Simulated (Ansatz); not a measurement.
**Mn (sc type): how the settings move a single-point run**

Question: which choices in the input matter for Mn (sc type)?

Computed with Ansatz 0.2.0 (reference: DFT, LDA, all-electron LAPW, scalar-relativistic, unless a step's input says otherwise).

1 further run of the same task is left out (it didn't finish). Runs told in other sessions of the task aren't counted.

### Step 1. The structure to begin with

Symmetry: Pm-3m, No. 221, cubic system. The conventional cell has a = 2.191 Å, b = 2.191 Å, c = 2.191 Å, α = 90.00°, β = 90.00°, γ = 90.00°. Mn (site symmetry m-3m) has 6 Mn at 2.19 Å in its first shell of neighbours.

As a file:

```cif
data_structure
_symmetry_space_group_name_H-M 'Pm-3m'
_symmetry_Int_Tables_number 221
_cell_length_a 2.1914
_cell_length_b 2.1914
_cell_length_c 2.1914
_cell_angle_alpha 90.000
_cell_angle_beta 90.000
_cell_angle_gamma 90.000
_cell_volume 10.52
loop_
_atom_site_label
_atom_site_type_symbol
_atom_site_symmetry_multiplicity
_atom_site_Wyckoff_symbol
_atom_site_fract_x
_atom_site_fract_y
_atom_site_fract_z
_atom_site_occupancy
Mn1 Mn 1 a 0.00000 0.00000 0.00000 1
```

### Step 2. Baseline

input.yaml

```yaml
crystal:
  lattice:
    - [2.19141545, 0.0, 0.0]
    - [0.0, 2.19141545, 0.0]
    - [0.0, 0.0, 2.19141545]
  atoms:
    - { symbol: Mn, position: [0.0, 0.0, 0.0], spin: 3.0 }
magnetization:
  spin_polarized: true
kpoints:
  mp_grid: { grid: [19, 19, 19] }
scf:
  occupations: { method: fermi_dirac, width: 0.1 }
hamiltonian:
  xc: lda
  pseudopotentials: { kind: all_electron, lapw: { basis_error: 0.001 } }
output:
  forces: true
  stress: true
  eigenvalues: true
  populations: true
```

Launch:

```
> ansatz run input.yaml --threads 1 --pin off --max-ram 3072MiB --backend cpu --events-out ev --progress --plain --runs-dir out
```

### Step 3. Changing settings: mp_grid.grid [24, 24, 24]

Changes to input.yaml since step 2:

```diff
@@ -10,3 +10,3 @@
 kpoints:
-  mp_grid: { grid: [19, 19, 19] }
+  mp_grid: { grid: [24, 24, 24] }
 scf:
```

Before running it: what results should come out? Wanted: for each run, ending; energy change; pressure; gap; force.

As calculated:

| run | ending | energy change | pressure (GPa) | gap (eV) | force (eV/Å) | cycles | time |
| --- | --- | --- | --- | --- | --- | --- | --- |
| reference | converged | 0 | 14.5 | 0.00 | 0.00 | 10 | 46 s |
| 1: mp_grid.grid [24, 24, 24] | converged | +1.6 meV/atom | 14.7 | 0.00 | 0.00 | 10 | 92 s |

Residual by cycle in the longest SCF loop of each run; runs are numbered as in the table. The quantity is the density residual dr2, in eV.

| cycle | reference | run 1 |
| --- | --- | --- |
| 1 | 0.0296 | 0.0289 |
| 2 | 0.0237 | 0.0235 |
| 3 | 0.031 | 0.0311 |
| 4 | 4.9e-4 | 5.2e-4 |
| 5 | 2.6e-5 | 3.0e-5 |
| 6 | 1.2e-6 | 1.6e-6 |
| 7 | 1.2e-8 | 2.7e-8 |
| 8 | 5.0e-12 | 1.8e-11 |
| 9 | 9.1e-12 | 4.6e-12 |
| 10 | 7.1e-15 | 1.3e-12 |

**Reading.** Changing the k-point mesh moves the energy by +1.6 meV/atom. The energy is not variational in the mesh, so the sign tells nothing. Cost: 92 s against 46 s. The structure is not at rest: the sound run finds 15 GPa, so these are no properties of the relaxed crystal. 
